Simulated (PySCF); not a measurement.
# PtS₂: structure of the triplet

Aim: relax PtS₂ as a triplet from a PBE0 minimum start, check by its vibrations whether the end is a minimum, and collect its spectrum and constants.

The runs use PySCF 2.14.0; PBE0, basis Pt def2-SVP with ECP60, S def2-SVP, scalar-relativistic core potentials, no spin–orbit coupling, density fitting.

## 1. The starting structure

3 atoms, charge 0, spin multiplicity 3.

Bond lengths: Pt1–S2 2.290 Å, Pt1–S3 2.290 Å, S2–S3 2.067 Å. Angles: S2–Pt1–S3 53.6°, Pt1–S2–S3 63.2°, Pt1–S3–S2 63.2°.

```xyz
3
charge 0 multiplicity 3
Pt    0.0000    0.0000   -0.5047
S     1.0334    0.0000    1.5391
S    -1.0334    0.0000    1.5391
```

## 2. The SCF at the typed geometry

One driver script runs all steps and calls PySCF; scf.py shows how it sets up the SCF of each step. The optimiser is the driver's own. After this first run the driver tries any further starts and a stability analysis.

Contents of scf.py:

```python
from pyscf import gto, scf, dft
mol = gto.M(atom='''
Pt     0.000000    -0.000000    -0.504656
S      1.033386    -0.000000     1.539104
S     -1.033386     0.000000     1.539104''',
    basis={'Pt': 'def2-SVP', 'S': 'def2-SVP'},
    ecp={'Pt': 'def2-SVP'},
    charge=0, spin=2)
mf = dft.UKS(mol, xc='PBE0')
mf.grids.atom_grid = (50, 194)
aux = {'Pt': 'def2-universal-JKFIT', 'S': 'def2-universal-JKFIT'}
mf = mf.density_fit(auxbasis=aux)
mf.conv_tol = 1e-08
mf.diis_space = 10
mf.max_cycle = 60
mf.init_guess = 'minao'
mf.verbose = 4
mf.kernel()
```

Command:

```bash
$ OMP_NUM_THREADS=2 python axn.py task.json out
```

Log:

```text
init E= -903.92909625013
[... the frontier-level lines of each cycle are left out ...]
cycle= 1 E= -914.421317380306  delta_E= -10.5  |g|= 1.05  |ddm|= 5.63
cycle= 2 E= -900.926720969836  delta_E= 13.5  |g|= 3.46  |ddm|=   10
cycle= 3 E= -915.074676574661  delta_E= -14.1  |g|= 0.363  |ddm|= 9.84
cycle= 4 E= -915.113114336927  delta_E= -0.0384  |g|= 0.33  |ddm|= 0.853
cycle= 5 E= -915.164952943754  delta_E= -0.0518  |g|= 0.059  |ddm|= 0.316
cycle= 6 E= -915.166570863493  delta_E= -0.00162  |g|= 0.028  |ddm|= 0.0547
cycle= 7 E= -915.16700260702  delta_E= -0.000432  |g|= 0.0111  |ddm|= 0.0331
cycle= 8 E= -915.167087683169  delta_E= -8.51e-05  |g|= 0.00124  |ddm|= 0.02
cycle= 9 E= -915.167091161956  delta_E= -3.48e-06  |g|= 0.000914  |ddm|= 0.00588
cycle= 10 E= -915.16709245349  delta_E= -1.29e-06  |g|= 0.000715  |ddm|= 0.00396
cycle= 11 E= -915.167092970079  delta_E= -5.17e-07  |g|= 4.86e-05  |ddm|= 0.00273
cycle= 12 E= -915.167092978491  delta_E= -8.41e-09  |g|= 3.46e-05  |ddm|= 0.000402
Extra cycle  E= -915.167092976535  delta_E= 1.96e-09  |g|= 8.08e-05  |ddm|= 0.000178
converged SCF energy = -915.167092976535  <S^2> = 2.0179639  2S+1 = 3.0119521
```

This step, with its further starts and checks, needed 9.9 s of wall time on 2 threads of Arm Neoverse V2, shared host.

The starts that the driver tried:

| start | energy (Eh) |
| --- | --- |
| the minimal-basis guess | -915.167093 |
| a thermally smeared density | -915.167093 |
| a smeared PBE density | -915.167093 |

The test of internal stability and the other starts found no lower solution of this spin.

## 3. PBE0 minimum start, triplet: relaxation

The program finds C2v symmetry in the start, which this walk keeps. The walk stops when the largest gradient is under 0.0003 Eh/bohr and the energy has settled too.

scf.py, as its differences from that of step 2:

```diff
@@ -3,3 +3,3 @@
-Pt     0.000000    -0.000000    -0.504656
-S      1.033386    -0.000000     1.539104
-S     -1.033386     0.000000     1.539104''',
+Pt     0.000000     0.000000    -0.504759
+S      1.033386     0.000000     1.539001
+S     -1.033386     0.000000     1.539001''',
@@ -16 +15,0 @@
-mf.init_guess = 'minao'
```

Steps of the walk:

| step | energy (Eh) | change (kJ/mol) | largest symmetric gradient (Eh/bohr) |
| --- | --- | --- | --- |
| 0 | -915.167093 | 0.00 | 0.00012 |

The walk took 1.4 s.

Positions (Å) and forces (eV/Å) along the way:

```
step 0
Pt   0.000   0.000  -0.505   0.000   0.000   0.001
S    1.033   0.000   1.539  -0.006   0.000   0.000
S   -1.033   0.000   1.539   0.006   0.000   0.000
```

It settles in C2v symmetry, 0.0 kJ/mol below the start, after 0 steps: Pt–S 2.290 Å (×2), S–S 2.067 Å; Pt–S–S 63.2° (×2), S–Pt–S 53.6°.

## 4. Hessian and properties

On the finer grid the gradient is checked again; gradients at displacements of ±0.02 bohr then give force constants and infrared intensities.

scf.py, as its differences from that of step 3:

```diff
@@ -3,3 +3,3 @@
-Pt     0.000000     0.000000    -0.504759
-S      1.033386     0.000000     1.539001
-S     -1.033386     0.000000     1.539001''',
+Pt     0.000000     0.000000    -0.504673
+S      1.033417     0.000000     1.538959
+S     -1.033417     0.000000     1.538959''',
@@ -10 +10 @@
-mf.grids.atom_grid = (50, 194)
+mf.grids.atom_grid = (75, 302)
@@ -13 +13 @@
-mf.conv_tol = 1e-08
+mf.conv_tol = 1e-10
```

This SCF starts from the last density.

SCF at the final geometry:

```text
init E= -915.167137314709
[... the frontier-level lines of each cycle are left out ...]
cycle= 1 E= -915.167137314696  delta_E= 1.34e-11  |g|= 5.58e-06  |ddm|= 9.77e-06
Extra cycle  E= -915.167137314585  delta_E= 1.11e-10  |g|= 1.52e-05  |ddm|= 2.36e-05
converged SCF energy = -915.167137314585  <S^2> = 2.0179743  2S+1 = 3.011959
```

The whole step took 24 s.

Geometry: C2v; Pt–S 2.290 Å (×2), S–S 2.067 Å; Pt–S–S 63.2° (×2), S–Pt–S 53.6°.

Harmonic modes (main isotopes):

```csv
symmetry,ω (cm⁻¹),IR (km/mol)
b2,85,5.9
a1,252,0.5
a1,541,3.1
```

No imaginary mode, so this is a minimum.

Constants and moments:

| Property | Result |
| --- | --- |
| Dipole moment | 1.65 D |
| Highest occupied level | -5.75 eV |
| Lowest empty level | -3.73 eV |
| Rotational constants | 0.2469, 0.08383, 0.06258 cm⁻¹ |
| Zero-point energy | 5.3 kJ/mol |
| Principal polarisabilities | 42.8, 72.3, 72.4 bohr³ |
| Atomisation energy without zero-point energy | 634 kJ/mol |
| Principal traceless quadrupole moments about the centre of mass | -3.26, -0.23, 3.50 D Å |
| Entropy at 298.15 K and 1 bar (electronic part: spin only) | 318.2 J/(mol K) |
| Heat capacity Cp at 298.15 K | 53.7 J/(mol K) |
| Enthalpy at 298.15 K above 0 K | 13.70 kJ/mol |
| Rotational symmetry number | 2 |
| Spin squared ⟨S²⟩ | 2.018 |

Charges (e) and bond orders:

```
atom  Mulliken  Löwdin  polar tensor  spin (Mulliken)  Mayer order to Pt1
 Pt1      0.13   -0.48          0.00             0.55                   –
S2,3     -0.07    0.24          0.00             0.73                0.95
```

Mulliken populations on Pt1 (outside its core potential): s 2.57, p 6.20, d 9.09, f 0.01.

## 5. Results

| quantity | value |
| --- | --- |
| minimum | triplet, C2v |
| geometry | Pt–S 2.290 Å (×2), S–S 2.067 Å; Pt–S–S 63.2° (×2), S–Pt–S 53.6° |
| wavenumbers (cm⁻¹) | 85 (b2), 252 (a1), 541 (a1) |
| dipole moment | 1.65 D |
| highest occupied, lowest empty level (either spin) | -5.75, -3.73 eV |
| polar-tensor charge of Pt1 | -0.00 e |
| zero-point energy | 5.3 kJ/mol |
| entropy at 298.15 K | 318.2 J/(mol K) |
| atomisation energy (no zero-point energy) | 634 kJ/mol |
| ⟨S²⟩ | 2.018 |

What this shows: The molecule stays C2v, as typed, and the end point is a minimum. The strongest infrared band lies at 85 cm⁻¹ (b2). Other starts or spin states, not run here, may lie lower. One determinant may miss the lowest occupation of an open d or f shell. Spin–orbit coupling, left out here, can matter for elements this heavy.

The search up to here took 35 s.
